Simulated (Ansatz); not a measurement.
# CH4F2GaN: the cost of one run

Method: the settings change from run to run; program: Ansatz 0.2.0, Gaussian basis.

## (1) The molecule

The structure was relaxed beforehand with PBE0-D4 in a triple-zeta def2 set.

9 atoms, charge 0, spin multiplicity 1.

Atoms are counted from 1 here; the program's logs count them from 0.

Bond lengths: C1–N2 1.448 Å, C1–H6 1.095 Å, C1–H7 1.091 Å, C1–H8 1.095 Å, N2–Ga3 1.786 Å, N2–H9 1.006 Å, Ga3–F4 1.742 Å, Ga3–F5 1.740 Å. Angles: N2–C1–H6 111.9°, N2–C1–H7 110.0°, N2–C1–H8 111.9°, H6–C1–H7 107.4°, H6–C1–H8 108.1°, H7–C1–H8 107.4°, C1–N2–Ga3 126.3°, C1–N2–H9 114.8°, Ga3–N2–H9 118.8°, N2–Ga3–F4 121.4°, N2–Ga3–F5 123.1°, F4–Ga3–F5 115.5°.

## (2) wB97X/aug-cc-pVDZ

in.yaml

```yaml
crystal:
  periodic: [false, false, false]
  atoms:
    - {symbol: C, position_ang: [-0.712085, -0.947984, 0.562208]}
    - {symbol: N, position_ang: [0.009762, 0.306471, 0.523433]}
    - {symbol: Ga, position_ang: [0.846198, 1.002319, -0.892736]}
    - {symbol: F, position_ang: [0.864063, 0.182392, -2.429122]}
    - {symbol: F, position_ang: [1.690520, 2.522849, -0.844786]}
    - {symbol: H, position_ang: [-1.766988, -0.803545, 0.819023]}
    - {symbol: H, position_ang: [-0.677905, -1.429354, -0.416296]}
    - {symbol: H, position_ang: [-0.277487, -1.646205, 1.285569]}
    - {symbol: H, position_ang: [0.023913, 0.813058, 1.392717]}
basis:
  gaussian: {orbitals: aug-cc-pVDZ}
hamiltonian: {xc: {name: wB97X}}
```

Run with:

```bash
> ansatz run in.yaml --threads 4 --pin off --events-out ev --progress --plain --max-ram 10444MiB
```

Q: Estimate wall time and peak memory on 4 threads of Arm Neoverse V1, shared host.

About 5.5 s, with a peak of 0.53 GiB.
